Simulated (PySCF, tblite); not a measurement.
# C₅H₈O₂Se: a rotation path, then NMR shifts on frames

Aim: move C₅H₈O₂Se (`CC#CC[Se](C)(=O)=O`) away from its starting geometry and see how NMR shifts follow the geometry.

Computed with tblite 0.8.0 and PySCF 2.14.0, with density-fitted response routines of our own, on a single molecule in the gas phase. Atoms are numbered from 0 throughout.

### Step 1. The starting structure

16 atoms, charge 0, multiplicity 1; geometry from: GFN2-xTB.

Bonds of the start (Å): C0–C1 1.44, C1–C2 1.20, C2–C3 1.43, C3–Se4 1.97, Se4–C5 1.94, Se4–O6 1.58, Se4–O7 1.58, C0–H8 1.09, C0–H9 1.09, C0–H10 1.09, C3–H11 1.09, C3–H12 1.10, C5–H13 1.09, C5–H14 1.09, C5–H15 1.09.

### Step 2. The rotation path with GFN2-xTB

The job: settings as JSON, then the geometry in Å.

```
{"job": {"kind": "neb", "xc": "GFN2-xTB", "basis": "xTB", "atoms": [2, 3, 4, 5], "turn": 120}, "charge": 0, "multiplicity": 1}
C      2.995803    -0.067045     0.642585
C      1.784587     0.110037    -0.123336
C      0.795929     0.268987    -0.784877
C     -0.422860     0.414513    -1.527361
Se    -1.891509    -0.502873    -0.594816
C     -1.795718     0.146099     1.227131
O     -3.266640    -0.066816    -1.239453
O     -1.655755    -2.061630    -0.605250
H      2.956739    -1.014791     1.178580
H      3.110659     0.744026     1.361336
H      3.856306    -0.073775    -0.025399
H     -0.728560     1.455606    -1.643866
H     -0.373631    -0.077350    -2.505357
H     -2.039135     1.203520     1.237861
H     -0.796956    -0.043821     1.606324
H     -2.536860    -0.425741     1.784487
```

With the program's defaults for keys left out, this is: GFN2-xTB climbing-image nudged elastic band, gas phase.

Started as:

```
$ OMP_NUM_THREADS=1 python probes_run.py task.json out
```

The driver reads the jobs from task.json and runs them one after another.

Output:

```text
image   E - E0 / eV
  0       0.0000
  1       0.0099
  2       0.0345
  3       0.0642
  4       0.0866
  5       0.0921
  6       0.0800
  7       0.0599
  8       0.0393
```

It took 10 s on 1 thread of Intel Xeon at 2.50GHz, shared host; peak memory 0.19 GiB.

The final band, with the dihedral C2–C3–Se4–C5:

```csv
image,dihedral (°),energy (eV),energy (kcal/mol)
0,50,0.000,0.0
1,67,0.010,0.2
2,82,0.034,0.8
3,98,0.064,1.5
4,114,0.087,2.0
5,129,0.092,2.1
6,145,0.080,1.8
7,161,0.060,1.4
8,175,0.039,0.9
```

### Step 3. Nuclear shieldings: image 0, PBE0/pcSseg-1

The job: settings as JSON, then the geometry in Å.

```
{"job": {"kind": "nmr", "xc": "PBE0", "basis": "pcSseg-1", "pop": false}, "charge": 0, "multiplicity": 1}
C      2.995800    -0.067000     0.642600
C      1.784600     0.110000    -0.123300
C      0.795900     0.269000    -0.784900
C     -0.422900     0.414500    -1.527400
Se    -1.891500    -0.502900    -0.594800
C     -1.795700     0.146100     1.227100
O     -3.266600    -0.066800    -1.239500
O     -1.655800    -2.061600    -0.605200
H      2.956700    -1.014800     1.178600
H      3.110700     0.744000     1.361300
H      3.856300    -0.073800    -0.025400
H     -0.728600     1.455600    -1.643900
H     -0.373600    -0.077400    -2.505400
H     -2.039100     1.203500     1.237900
H     -0.797000    -0.043800     1.606300
H     -2.536900    -0.425700     1.784500
```

Method: GIAO PBE0/pcSseg-1 NMR shielding, non-relativistic, gas phase.

Output:

```text
coarse grid: 63368 points
cycle   1  E = -2745.8505520261  dE =  6.439e-01  |g| = 1.524e+00  |ddm| = 4.439e+00
cycle   2  E = -2744.3898554519  dE =  1.461e+00  |g| = 3.097e+00  |ddm| = 4.207e+00
cycle   3  E = -2746.1581170405  dE = -1.768e+00  |g| = 4.130e-01  |ddm| = 3.486e+00
cycle   4  E = -2746.1888681142  dE = -3.075e-02  |g| = 2.128e-01  |ddm| = 5.936e-01
cycle   5  E = -2746.1966376607  dE = -7.770e-03  |g| = 9.959e-02  |ddm| = 2.019e-01
cycle   6  E = -2746.1989704185  dE = -2.333e-03  |g| = 1.784e-02  |ddm| = 8.291e-02
cycle   7  E = -2746.1990404388  dE = -7.002e-05  |g| = 4.664e-03  |ddm| = 2.068e-02
cycle   8  E = -2746.1990449022  dE = -4.463e-06  |g| = 1.522e-03  |ddm| = 5.806e-03
final grid: 134512 points
cycle   9  E = -2746.1990501952  dE =  1.447e-06  |g| = 3.206e-03  |ddm| = 4.604e-03
cycle  10  E = -2746.1990424173  dE =  7.778e-06  |g| = 7.163e-03  |ddm| = 8.090e-03
cycle  11  E = -2746.1990521486  dE = -9.731e-06  |g| = 3.309e-04  |ddm| = 5.642e-03
cycle  12  E = -2746.1990521757  dE = -2.708e-08  |g| = 5.091e-05  |ddm| = 3.901e-04
cycle  13  E = -2746.1990521761  dE = -4.015e-10  |g| = 2.032e-05  |ddm| = 5.471e-05
converged SCF energy = -2746.1990521761

GIAO shielding tensors (ppm)
atom      isotropic    diamagn.    paramagn.     s11        s22        s33       span
  0 C      182.173     253.652     -71.479    174.327    174.655    197.538     23.211
  1 C       92.330     267.257    -174.928      8.088     13.831    255.070    246.981
  2 C      112.354     263.565    -151.210     29.114     32.827    275.122    246.008
  3 C      136.345     257.072    -120.728    110.944    119.914    178.175     67.231
  4 Se     817.159    2997.454   -2180.295    443.565    769.934   1237.979    794.414
  5 C      148.643     252.886    -104.243    118.449    136.119    191.361     72.912
  6 O       76.692     400.950    -324.258     35.154     61.144    133.778     98.624
  7 O       85.218     404.319    -319.101     55.633     89.954    110.069     54.436
  8 H       29.537      30.536      -0.999     24.194     28.286     36.130     11.937
  9 H       29.655      29.616       0.038     24.457     27.948     36.559     12.102
 10 H       29.517      26.659       2.858     24.248     27.423     36.881     12.633
 11 H       28.045      30.945      -2.900     23.208     27.944     32.983      9.775
 12 H       27.796      29.523      -1.727     23.268     27.554     32.567      9.300
 13 H       29.478      30.373      -0.895     25.986     26.273     36.176     10.190
 14 H       28.230      33.313      -5.082     22.849     28.263     33.579     10.730
 15 H       29.001      27.773       1.227     25.473     26.609     34.921      9.448
```

Run time: 84 s. Hardware: 1 thread of Intel Xeon at 2.50GHz, shared host; peak memory 0.84 GiB.

The references, computed at this level on geometries of the same kind, shield at (ppm): 1H TMS 31.72, 13C TMS 186.9, 17O H2O 336.1, 77Se Me2Se 1758. Their shielding less the atom's gives the shift. The references are single molecules in the gas phase, so shifts against H2O, NH3, PH3, H3PO4 or CFCl3 are not on the usual liquid scales and can be off by tens of ppm. Each atom is listed at this fixed geometry, with no averaging over motion; a spectrum would average atoms that exchange fast.

```csv
atoms,environment,σ (ppm),δ (ppm)
C1,alkyne carbon,92.3,94.6
C2,alkyne carbon,112.4,74.6
C3,propargylic sp3 CH2 bonded to Se,136.3,50.6
C5,methyl carbon bonded to Se,148.6,38.3
C0,propargylic methyl carbon,182.2,4.8
H12,hydrogen on a propargylic sp3 CH2 bonded to Se,27.80,3.92
H11,hydrogen on a propargylic sp3 CH2 bonded to Se,28.05,3.67
H14,hydrogen on a methyl carbon bonded to Se,28.23,3.49
H15,hydrogen on a methyl carbon bonded to Se,29.00,2.72
H13,hydrogen on a methyl carbon bonded to Se,29.48,2.24
H10,hydrogen on a propargylic methyl carbon,29.52,2.20
H8,hydrogen on a propargylic methyl carbon,29.54,2.18
H9,hydrogen on a propargylic methyl carbon,29.65,2.06
Se4,"selenium bonded to 2 C, 2 O",817,941
O6,oxygen bonded to Se,76.7,259.4
O7,oxygen bonded to Se,85.2,250.9
```

### Step 4. NMR shieldings: image 2, PBE0/pcSseg-1

The job: settings as JSON, then the geometry in Å.

```
{"job": {"kind": "nmr", "xc": "PBE0", "basis": "pcSseg-1", "pop": false}, "charge": 0, "multiplicity": 1}
C      3.206500    -0.256400     0.435800
C      1.928700     0.030800    -0.169100
C      0.891600     0.313400    -0.702600
C     -0.386100     0.563300    -1.303100
Se    -1.743900    -0.597000    -0.472600
C     -2.238100     0.328100     1.159700
O     -3.009600    -0.685800    -1.414000
O     -1.126100    -2.000900    -0.112200
H      3.231600    -1.293800     0.765900
H      3.366000     0.394300     1.294400
H      4.003700    -0.094400    -0.288800
H     -0.722500     1.592600    -1.164100
H     -0.404700     0.300300    -2.366300
H     -2.705600     1.272600     0.899400
H     -1.348700     0.468900     1.765300
H     -2.950400    -0.326800     1.660800
```

Method: GIAO PBE0/pcSseg-1 NMR shielding, non-relativistic, gas phase.

Output:

```text
coarse grid: 63368 points
cycle   1  E = -2745.8451868537  dE =  6.468e-01  |g| = 1.527e+00  |ddm| = 4.404e+00
cycle   2  E = -2744.3298250421  dE =  1.515e+00  |g| = 3.138e+00  |ddm| = 4.383e+00
cycle   3  E = -2746.1547694601  dE = -1.825e+00  |g| = 4.207e-01  |ddm| = 3.669e+00
cycle   4  E = -2746.1856372436  dE = -3.087e-02  |g| = 2.270e-01  |ddm| = 6.147e-01
cycle   5  E = -2746.1944745632  dE = -8.837e-03  |g| = 1.069e-01  |ddm| = 2.137e-01
cycle   6  E = -2746.1971209895  dE = -2.646e-03  |g| = 1.783e-02  |ddm| = 9.246e-02
cycle   7  E = -2746.1971873170  dE = -6.633e-05  |g| = 5.410e-03  |ddm| = 2.128e-02
cycle   8  E = -2746.1971923359  dE = -5.019e-06  |g| = 2.486e-03  |ddm| = 6.738e-03
final grid: 134512 points
cycle   9  E = -2746.1972363594  dE =  4.483e-06  |g| = 5.436e-03  |ddm| = 6.683e-03
cycle  10  E = -2746.1972128664  dE =  2.349e-05  |g| = 1.225e-02  |ddm| = 1.350e-02
cycle  11  E = -2746.1972421224  dE = -2.926e-05  |g| = 4.276e-04  |ddm| = 9.445e-03
cycle  12  E = -2746.1972421626  dE = -4.023e-08  |g| = 7.899e-05  |ddm| = 4.824e-04
cycle  13  E = -2746.1972421638  dE = -1.240e-09  |g| = 2.046e-05  |ddm| = 7.794e-05
cycle  14  E = -2746.1972421639  dE = -5.821e-11  |g| = 4.742e-06  |ddm| = 1.795e-05
converged SCF energy = -2746.1972421639

GIAO shielding tensors (ppm)
atom      isotropic    diamagn.    paramagn.     s11        s22        s33       span
  0 C      182.035     253.780     -71.746    173.902    174.857    197.345     23.443
  1 C       90.551     266.784    -176.233      5.475     12.301    253.875    248.400
  2 C      114.034     264.179    -150.145     31.037     35.550    275.516    244.479
  3 C      136.413     257.436    -121.022    106.595    123.884    178.761     72.166
  4 Se     828.017    2997.405   -2169.388    436.427    769.725   1277.899    841.471
  5 C      144.977     252.672    -107.695    115.675    127.559    191.697     76.023
  6 O       78.553     401.507    -322.953     61.209     65.587    108.865     47.656
  7 O       89.843     405.945    -316.102     53.668     86.976    128.885     75.218
  8 H       29.509      30.173      -0.664     24.162     28.258     36.107     11.945
  9 H       29.702      29.859      -0.158     24.459     28.010     36.636     12.177
 10 H       29.584      26.706       2.877     24.346     27.555     36.850     12.504
 11 H       28.127      31.770      -3.643     23.823     27.972     32.586      8.763
 12 H       27.857      29.857      -2.000     22.687     27.881     33.002     10.315
 13 H       29.372      29.302       0.071     25.729     26.466     35.923     10.194
 14 H       28.788      32.575      -3.787     24.360     27.642     34.360     10.000
 15 H       28.881      27.266       1.615     25.379     26.254     35.010      9.631
```

It took 83 s on 1 thread of Intel Xeon at 2.50GHz, shared host; peak memory 0.97 GiB.

This run: δ C1 96.4, C2 72.9, C3 50.5, C5 41.9, H12 3.86, H11 3.59 ppm.

[end of part 1 of 2]
